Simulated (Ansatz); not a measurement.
# MgPd: strong compression

How does MgPd answer strong compression? Methods of the runs shown: PAW. Its runs: volume scaled by 1 (PAW); volume scaled by 0.85 (PAW); volume scaled by 0.65 (PAW); volume scaled by 0.45 (PAW).

Computed with Ansatz 0.2.0 (DFT, r2SCAN, PAW with Ansatz's default frozen-core files, scalar-relativistic, unless a step's input says otherwise).

### 1 Starting point

Symmetry: Pm-3m, No. 221, cubic system. Conventional cell: a = 3.160 Å, b = 3.160 Å, c = 3.160 Å, α = 90.00°, β = 90.00°, γ = 90.00°. Mg (site symmetry m-3m) is surrounded by 8 Pd at 2.74 Å. Around Pd (site symmetry m-3m) lie 8 Mg at 2.74 Å.

Coordinates:

```cif
data_structure
_symmetry_space_group_name_H-M 'P 1'
_symmetry_Int_Tables_number 1
_cell_length_a 3.1600
_cell_length_b 3.1600
_cell_length_c 3.1600
_cell_angle_alpha 90.000
_cell_angle_beta 90.000
_cell_angle_gamma 90.000
_cell_volume 31.55
loop_
_atom_site_label
_atom_site_type_symbol
_atom_site_fract_x
_atom_site_fract_y
_atom_site_fract_z
_atom_site_occupancy
Mg1 Mg 0.00000 0.00000 0.00000 1
Pd1 Pd 0.50000 0.50000 0.50000 1
```

Whether this phase is the stable one at these pressures isn't tested.

Atoms are numbered in the order of the input: Mg1, Pd2.

### 2 Volume scaled by 1, PAW

Contents of input.yaml:

```yaml
crystal:
  lattice:
    - [3.16, 0.0, 0.0]
    - [0.0, 3.16, 0.0]
    - [0.0, 0.0, 3.16]
  atoms:
    - { symbol: Mg, position: [0.0, 0.0, 0.0] }
    - { symbol: Pd, position: [0.5, 0.5, 0.5] }
kpoints:
  mp_grid: { grid: [11, 11, 11] }
  band_path:
    path:
      - [0.0, 0.0, 0.0]
      - [0.0, 0.5, 0.0]
      - [0.5, 0.5, 0.0]
      - [0.0, 0.0, 0.0]
      - [0.5, 0.5, 0.5]
      - [0.0, 0.5, 0.0]
      - [0.5, 0.5, 0.5]
      - [0.5, 0.5, 0.0]
    npoints: 6
scf:
  occupations: { method: fermi_dirac, width: 0.05 }
hamiltonian:
  xc: r2scan
  pseudopotentials: { kind: paw }
output:
  forces: true
  stress: true
  eigenvalues: true
  efg: { contact_densities: true }
  populations: true
```

Command:

```console
ansatz run input.yaml --threads 1 --pin off --max-ram 2048MiB --backend cpu --events-out ev --progress --plain --runs-dir out
```

### 3 Volume scaled by 0.85, PAW

input.yaml: that of step 2 with these lines changed.

```diff
@@ -2,5 +2,5 @@
   lattice:
-    - [3.16, 0.0, 0.0]
-    - [0.0, 3.16, 0.0]
-    - [0.0, 0.0, 3.16]
+    - [2.9933676295, 0.0, 0.0]
+    - [0.0, 2.9933676295, 0.0]
+    - [0.0, 0.0, 2.9933676295]
   atoms:
@@ -32 +32,5 @@
   populations: true
+  write_density: true
+  write_potential: true
+  elf: true
+  volumetric_format: npy
```

### 4 Volume scaled by 0.65, PAW

input.yaml: that of step 3 with these lines changed.

```diff
@@ -2,5 +2,5 @@
   lattice:
-    - [2.9933676295, 0.0, 0.0]
-    - [0.0, 2.9933676295, 0.0]
-    - [0.0, 0.0, 2.9933676295]
+    - [2.7373155729, 0.0, 0.0]
+    - [0.0, 2.7373155729, 0.0]
+    - [0.0, 0.0, 2.7373155729]
   atoms:
@@ -32,5 +32 @@
   populations: true
-  write_density: true
-  write_potential: true
-  elf: true
-  volumetric_format: npy
```

### 5 Volume scaled by 0.45, PAW

input.yaml: that of step 4 with these lines changed.

```diff
@@ -2,5 +2,5 @@
   lattice:
-    - [2.7373155729, 0.0, 0.0]
-    - [0.0, 2.7373155729, 0.0]
-    - [0.0, 0.0, 2.7373155729]
+    - [2.4215378064, 0.0, 0.0]
+    - [0.0, 2.4215378064, 0.0]
+    - [0.0, 0.0, 2.4215378064]
   atoms:
```

(Steps that only read results are left out.)

**Question.** What will these runs give? Wanted: PAW pressure at 0.45 of the volume; fitted bulk modulus at zero pressure.

The runs gave:

| quantity | value |
| --- | --- |
| PAW pressure at 0.45 of the volume | 510.7 GPa |
| fitted bulk modulus at zero pressure (PAW) | 103 GPa |
| its pressure derivative | 4.48 |

At 0.45 of the starting volume PAW gives 511 GPa. One third-order Birch-Murnaghan curve follows these points (B₀ = 103 GPa, B′ = 4.48, misfit at most 0.12 GPa). A fit over so wide a range leans to the high pressures, so B₀ can be off by several per cent. No all-electron run checks these rows here, and frozen cores can fail under such compression. The ions are at rest, and the electrons smeared by 0.05 eV.
